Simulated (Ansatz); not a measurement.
# SrAlO: the cost of one run

Method: DFT PBE, scalar-relativistic, plane waves, PAW, in Ansatz 0.2.0.

1 further run of the same task is left out (set aside as unsound or not needed).

### 1 The starting structure

It takes space group P-6m2 (No. 187, hexagonal). Conventional cell: a = 3.652 Å, b = 3.652 Å, c = 5.251 Å, α = 90.00°, β = 90.00°, γ = 120.00°. Around Sr (site symmetry -6m2) lie 6 Al at 3.37 Å and 6 O at 3.37 Å and 6 Sr at 3.65 Å. Around Al (site symmetry -6m2) lie 3 O at 2.11 Å. O (site symmetry -6m2) has 3 Al at 2.11 Å as nearest neighbours.

As a file:

```xyz
3
Lattice="3.6524 0.0000 0.0000 -1.8262 3.1630 0.0000 0.0000 0.0000 5.2506" Properties=species:S:1:pos:R:3 pbc="T T T"
Sr    1.8262    1.0543    0.0000
Al    0.0000    2.1087    2.6253
O     0.0000    0.0000    2.6253
```

It is the end of an earlier relaxation with the same method, from a database cell with other species swapped in; it is a trial structure. At a tolerance of 0.05 Å it has space group P-6m2 (No. 187); it has 20.22 Å³/atom, an uncorrected energy of -0.88 eV/atom over the elements.

### 2 Bands, states and charges

input.yaml reads:

```yaml
crystal:
  lattice:
    - [3.6523655243, 2.5e-09, 0.0]
    - [-1.8261827643, 3.1630413267, 0.0]
    - [0.0, 0.0, 5.25058933]
  atoms:
    - { symbol: Sr, position: [0.6666666667, 0.3333333333, 0.0] }
    - { symbol: Al, position: [0.3333333333, 0.6666666667, 0.5] }
    - { symbol: O, position: [0.0, 0.0, 0.5] }
basis:
  ecutwfc: 420
kpoints:
  mp_grid: { grid: [12, 12, 10] }
  band_path:
    path:
      - [[0.0, 0.0, 0.0], [0.5, 0.0, 0.0], [0.33333333, 0.33333333, 0.0], [0.0, 0.0, 0.0], [0.0, 0.0, 0.5], [0.5, 0.0, 0.5], [0.33333333, 0.33333333, 0.5], [0.0, 0.0, 0.5]]
      - [[0.5, 0.0, 0.5], [0.5, 0.0, 0.0]]
      - [[0.33333333, 0.33333333, 0.5], [0.33333333, 0.33333333, 0.0]]
    npoints: 14
hamiltonian:
  xc: pbe
scf:
  occupations: { method: gaussian, width: 0.1 }
  n_extra_bands: 7
output:
  forces: true
  stress: true
  eigenvalues: true
  populations: true
  dos: { projected: true, de: 0.02, nscf_kmesh: { grid: [15, 15, 12] } }
  bader: true
  write_density: true
  write_potential: true
  elf: true
  volumetric_format: npy
```

Launch:

```bash
$ ansatz run input.yaml --threads 1 --pin off --max-ram 2560MiB --backend cpu --events-out ev --progress --plain --runs-dir out
```

What time and memory should one allow on 1 thread of Intel Xeon at 2.70GHz, shared host?

About 57 s, with a peak of 0.44 GiB.
